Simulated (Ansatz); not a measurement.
# TaRu: the cost of one run

Program: Ansatz 0.2.0. Level of theory: DFT PBEsol, frozen-core PAW, scalar-relativistic unless said. These are calculated values, not measurements.

4 further runs of the same task are left out: 1 that didn't finish, 3 set aside as unsound or not needed.

### Step 1. The starting structure

It takes space group P4/mmm (No. 123, tetragonal). Conventional cell: a = 3.053 Å, b = 3.053 Å, c = 3.389 Å, α = 90.00°, β = 90.00°, γ = 90.00°. Around Ta (site symmetry 4/mmm) lie 8 Ru at 2.74 Å and 4 Ta at 3.05 Å. Ru (site symmetry 4/mmm) is surrounded by 8 Ta at 2.74 Å and 4 Ru at 3.05 Å.

Structure file:

```cif
data_structure
_symmetry_space_group_name_H-M 'P 1'
_symmetry_Int_Tables_number 1
_cell_length_a 3.0530
_cell_length_b 3.0530
_cell_length_c 3.3890
_cell_angle_alpha 90.000
_cell_angle_beta 90.000
_cell_angle_gamma 90.000
_cell_volume 31.59
loop_
_atom_site_label
_atom_site_type_symbol
_atom_site_fract_x
_atom_site_fract_y
_atom_site_fract_z
_atom_site_occupancy
Ta1 Ta 0.50000 0.50000 0.50000 1
Ru1 Ru 0.00000 0.00000 0.00000 1
```

Cartesian axes are those of the input's lattice vectors. The structure goes back to a database entry.

### Step 2. Cell and atoms relaxed, PAW

The input, input.yaml:

```yaml
crystal:
  lattice:
    - [3.053, 0.0, 0.0]
    - [0.0, 3.053, 0.0]
    - [0.0, 0.0, 3.389]
  atoms:
    - { symbol: Ta, position: [0.5, 0.5, 0.5] }
    - { symbol: Ru, position: [0.0, 0.0, 0.0] }
kpoints:
  mp_grid: { grid: [12, 12, 12] }
scf:
  occupations: { method: fermi_dirac, width: 0.1 }
hamiltonian:
  xc: pbesol
  pseudopotentials: { kind: paw }
relax:
  f_tol: 0.002
  max_steps: 80
  cell: {}
output:
  forces: true
  stress: true
  write_density: true
  write_potential: true
  elf: true
  volumetric_format: npy
```

On the command line:

```console
> ansatz run input.yaml --threads 1 --pin off --max-ram 3072MiB --backend cpu --events-out ev --progress --plain --runs-dir out
```

What time and memory should one allow on 1 thread of Intel Xeon Platinum 8488C (Sapphire Rapids), shared host?

About 21 s, with a peak of 0.48 GiB.
